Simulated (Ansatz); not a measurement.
# Sc (sc type): how the settings move a relaxation

Aim: see which settings change the result for Sc (sc type), by how much, and at what cost.

Program: Ansatz 0.2.0. Level of theory: reference: DFT, LDA, PAW with Ansatz's default frozen-core files, scalar-relativistic. These are calculated values, not measurements.

### Step 1. The system as given

It takes space group Pm-3m (No. 221, cubic). The conventional cell has a = 2.900 Å, b = 2.900 Å, c = 2.900 Å, α = 90.00°, β = 90.00°, γ = 90.00°. Around Sc (site symmetry m-3m) lie 6 Sc at 2.90 Å.

Structure file:

```xyz
1
Lattice="2.9002 0.0000 0.0000 0.0000 2.9002 0.0000 0.0000 0.0000 2.9002" Properties=species:S:1:pos:R:3 pbc="T T T"
Sc    0.0000    0.0000    0.0000
```

### Step 2. The reference run

input.yaml

```yaml
crystal:
  lattice:
    - [2.900196578, 0.0, 0.0]
    - [0.0, 2.900196578, 0.0]
    - [0.0, 0.0, 2.900196578]
  atoms:
    - { symbol: Sc, position: [0.0, 0.0, 0.0] }
kpoints:
  mp_grid: { grid: [15, 15, 15] }
scf:
  occupations: { method: fermi_dirac, width: 0.05 }
hamiltonian:
  xc: lda
  pseudopotentials: { kind: paw }
output:
  forces: true
  stress: true
relax:
  f_tol: 0.005
  max_steps: 40
  cell: {}
```

Run with:

```bash
ansatz run input.yaml --threads 1 --pin off --max-ram 2048MiB --backend cpu --events-out ev --progress --plain --runs-dir out
```

### Step 3. Changing settings: mp_grid.shift [0.5, 0.5, 0.5], f_tol 0.02, max_displacement 0.3

Changes to input.yaml since step 2:

```diff
@@ -8,3 +8,3 @@
 kpoints:
-  mp_grid: { grid: [15, 15, 15] }
+  mp_grid: { grid: [15, 15, 15], shift: [0.5, 0.5, 0.5] }
 scf:
@@ -18,4 +18,5 @@
 relax:
-  f_tol: 0.005
+  f_tol: 0.02
   max_steps: 40
   cell: {}
+  max_displacement: 0.3
```

Q: Predict the outcome of this session. Wanted: for each run, ending; energy change; pressure; gap; force.

As calculated:

```csv
run,ending,energy change,pressure (GPa),gap (eV),force (eV/Å),cycles,time
reference,converged,0,0.0,0.00,0.00,18,6.1 s
"1: mp_grid.shift [0.5, 0.5, 0.5], f_tol 0.02, max_displacement 0.3",converged,-0.8 meV/atom,0.0,0.00,0.00,17,6.1 s
```

**Reading.** Changing the k-point mesh, convergence setting and walk settings moves the energy by -0.8 meV/atom, and the final volume goes from 23.04 to 23.11 Å³.
